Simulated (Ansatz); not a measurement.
# GaSiH4F (SMILES [F][GaH][SiH3]): HF/3-21G

What is the electronic atomisation energy of GaSiH4F at HF/3-21G? 

Program for the calculation: Ansatz 0.2.0.

64 further runs of the same task are left out: 64 set aside as unsound or not needed.

**1. The molecule**

GaSiH4F: 7 atoms, total charge 0, spin state singlet. SMILES: `[F][GaH][SiH3]`. The shape is that of a PBE0-D4/def2-TZVP optimisation.

Bond lengths: F1–Ga2 1.766 Å, Ga2–Si3 2.406 Å, Ga2–H4 1.565 Å, Si3–H5 1.487 Å, Si3–H6 1.487 Å, Si3–H7 1.487 Å. Angles: F1–Ga2–Si3 112.7°, F1–Ga2–H4 112.3°, Si3–Ga2–H4 135.0°, Ga2–Si3–H5 109.4°, Ga2–Si3–H6 111.2°, Ga2–Si3–H7 109.6°, H5–Si3–H6 108.8°, H5–Si3–H7 108.9°, H6–Si3–H7 108.9°.

**2. A single-point energy at HF/3-21G**

File molecule.yaml:

```yaml
crystal:
  periodic: [false, false, false]
  atoms:
    - {symbol: F, position_ang: [0.231600, -2.152100, 1.342200]}
    - {symbol: Ga, position_ang: [0.019100, -0.400000, 1.279300]}
    - {symbol: Si, position_ang: [-0.029700, 0.450800, -0.970800]}
    - {symbol: H, position_ang: [-0.096900, 0.235400, 2.704700]}
    - {symbol: H, position_ang: [-1.196100, -0.125700, -1.691600]}
    - {symbol: H, position_ang: [-0.144400, 1.933400, -0.983000]}
    - {symbol: H, position_ang: [1.216400, 0.058100, -1.680800]}
basis:
  gaussian:
    orbitals: 3-21G-spherical.json
hamiltonian:
  xc: hf
accuracy: high
output: {orbitals: {seedname: orbitals}}
```

The basis set 3-21G is read from a file made from the Basis Set Exchange's data (not shown).

The run is started by

```sh
ansatz run molecule.yaml --threads 1 --pin off --max-ram 3480MiB --events-out events.jsonl --progress --plain --runs-dir runs
```

The log of the run:

```text
Warning: RAYON_NUM_THREADS=1 ignored (pool sized by the plan → 1); use --threads N
Functional definition: HF
  name "HF"
  exchange = exact_x
  correlation = 0
996 factors; integrals over basis functions are off by at most 4.1e-9 eV
mean field evaluation 1: about -62651.7533 eV, gradient 3.1e1 eV
mean field evaluation 2: about -62651.9319 eV, gradient 3.1e1 eV
mean field evaluation 4: about -62653.9966 eV, gradient 1.8e0 eV
mean field evaluation 8: about -62654.0294 eV, gradient 1.0e-1 eV
mean field evaluation 16: about -62654.0294 eV, gradient 1.7e-8 eV
mean field -62654.02942917 eV, -2302.4931130956 hartree, gradient 1.7e-8 eV, S^2 0.000000; 0 other end points of the search recorded, 0 dependent functions left out
reference -62654.02942917 eV, -2302.4931130956 hartree; 29, 29 occupied and 23, 23 virtual orbitals, 996 factors
Total energy: -62654.02942917 eV, -2302.4931130956 hartree
```

Run time: 0.66 s. Hardware: 1 thread of Arm Neoverse V1, shared host; peak memory 0.11 GiB.

**3. The F atom, same level**

File job.yaml:

```yaml
crystal:
  periodic: [false, false, false]
  atoms:
    - {symbol: F, position_ang: [0.000000, 0.000000, 0.000000]}
basis:
  gaussian:
    orbitals: 3-21G.json
magnetization:
  spin_polarized: true
  initial_magnetization: 1
accuracy: high
hamiltonian:
  xc: hf
```

The basis set 3-21G is read from a file made from the Basis Set Exchange's data (not shown).

Run the same way, it converges to -98.84501 Eh (log not shown).

**4. The Ga atom**

File input.yaml:

```yaml
crystal:
  periodic: [false, false, false]
  atoms:
    - symbol: Ga
      position_ang: [0.000000, 0.000000, 0.000000]
basis:
  gaussian: {orbitals: 3-21G-spherical.json}
magnetization: {spin_polarized: true, initial_magnetization: 1}
hamiltonian: {xc: hf}
accuracy: high
```

The basis set 3-21G is read from a file made from the Basis Set Exchange's data (not shown).

Run the same way, it converges to -1913.79018 Eh (log not shown).

**5. The H atom, same level**

File run.yaml:

```yaml
crystal:
  periodic: [false, false, false]
  atoms:
    - {symbol: H, position_ang: [0.000000, 0.000000, 0.000000]}
basis:
  gaussian: {orbitals: 3-21G.json}
magnetization: {spin_polarized: true, initial_magnetization: 1}
hamiltonian: {xc: hf}
accuracy: high
```

The basis set 3-21G is read from a file made from the Basis Set Exchange's data (not shown).

Run the same way, it converges to -0.49620 Eh (log not shown).

**6. The Si atom at the same level**

File run.yaml:

```yaml
crystal:
  periodic: [false, false, false]
  atoms:
    - {symbol: Si, position_ang: [0.000000, 0.000000, 0.000000]}
basis:
  gaussian:
    orbitals: 3-21G.json
magnetization:
  spin_polarized: true
  initial_magnetization: 2
hamiltonian:
  xc: hf
accuracy: high
```

The basis set 3-21G is read from a file made from the Basis Set Exchange's data (not shown).

Run the same way, it converges to -287.34443 Eh (log not shown).

**7. Results**

Level: HF/3-21G.

| quantity | value |
| --- | --- |
| molecule: total energy | -2302.49311 Eh |
| molecule: HOMO energy | -10.55 eV |
| molecule: LUMO energy | 0.97 eV |
| molecule: HOMO–LUMO gap | 11.52 eV |
| F atom: total energy | -98.84501 Eh |
| F atom: ⟨S²⟩ | 0.750 |
| Ga atom: total energy | -1913.79018 Eh |
| Ga atom: ⟨S²⟩ | 0.750 |
| H atom: total energy | -0.49620 Eh |
| H atom: ⟨S²⟩ | 0.750 |
| Si atom: total energy | -287.34443 Eh |
| Si atom: ⟨S²⟩ | 2.000 |
| electronic atomisation energy | 14.387 eV |

Taking the molecule apart into free atoms costs 14.39 eV (332 kcal/mol), before zero-point energy and without spin-orbit coupling. Hartree–Fock lacks the correlation of the bonding pairs, which as a rule makes this value much too low; in minimal bases other errors can mask that. The basis has no polarisation functions, which makes bonds too weak.
